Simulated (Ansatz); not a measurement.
Nb4AlN3, space group P6_3/mmc, a report of symmetry and cells

With Ansatz 0.2.0 through its Python package.

Run as a notebook:

**Cell 1**
```python
import ansatz as az
import numpy as np
```

**Cell 2**
```python
xtal = (
    az.Lattice.from_parameters(3.00627, 3.00627, 25.667027, alpha=90, beta=90, gamma=120)
    .space_group(194)
    .atom("Al", [2 / 3, 1 / 3, 0.75])
    .atom("Nb", [2 / 3, 1 / 3, 0.944863])
    .atom("Nb", [2 / 3, 1 / 3, 0.336857])
    .atom("N", [0.0, 0.0, 0.0])
    .atom("N", [0.0, 0.0, 0.891311])
)
```

**Cell 3**
```python
read = xtal.crystallographic_orbits()
print("group", read["space_group"], read["hermann_mauguin"], "conventional content", read["formula"])
print("orbits:", [orbit["symbol"] + " " + str(orbit["wyckoff"]) for orbit in read["orbits"]])
for pair in read["least_distances"]:
    print(f"  shortest {pair['first']}-{pair['second']}: {pair['distance_ang']:.3f} A")
print("atoms in the primitive and conventional cells:", len(xtal.primitive().resolved().sites), len(xtal.conventional().resolved().sites))
built = xtal.resolved()
vectors = np.array(built.lattice.vectors)
print("cell vectors (A)")
print(vectors.round(4) + 0.0)
for index, site in enumerate(built.sites):
    print(index, site.symbol, np.round(site.position, 4) + 0.0)
try:
    print({label: tuple(round(v, 4) for v in k) for label, k in az.high_symmetry_points(vectors.tolist()).items()})
except Exception as error:
    print("no labels:", error)
```
Output:
```text
group 194 P63/mmc conventional content Al2Nb8N6
orbits: ['Al 2c', 'Nb 4f', 'Nb 4f', 'N 2a', 'N 4e']
  shortest Al-Al: 3.006 A
  shortest Al-Nb: 2.825 A
  shortest Al-N: 4.021 A
  shortest Nb-Nb: 3.006 A
  shortest Nb-N: 2.214 A
  shortest N-N: 2.790 A
atoms in the primitive and conventional cells: 16 16
cell vectors (A)
[[ 3.0063  0.      0.    ]
 [-1.5031  2.6035  0.    ]
 [ 0.      0.     25.667 ]]
0 Al [0.6667 0.3333 0.75  ]
1 Al [0.3333 0.6667 0.25  ]
2 Nb [0.6667 0.3333 0.9449]
3 Nb [0.3333 0.6667 0.0551]
4 Nb [0.3333 0.6667 0.4449]
5 Nb [0.6667 0.3333 0.5551]
6 Nb [0.6667 0.3333 0.3369]
7 Nb [0.3333 0.6667 0.6631]
8 Nb [0.3333 0.6667 0.8369]
9 Nb [0.6667 0.3333 0.1631]
10 N [0. 0. 0.]
11 N [0.  0.  0.5]
12 N [0.     0.     0.8913]
13 N [0.     0.     0.1087]
14 N [0.     0.     0.3913]
15 N [0.     0.     0.6087]
{'A': (0.0, 0.0, 0.5), 'H': (0.3333, 0.3333, 0.5), 'K': (0.3333, 0.3333, 0.0), 'L': (0.5, 0.0, 0.5), 'M': (0.5, 0.0, 0.0), 'Γ': (0.0, 0.0, 0.0)}
```

The structure comes from a database and needn't be a stable phase.
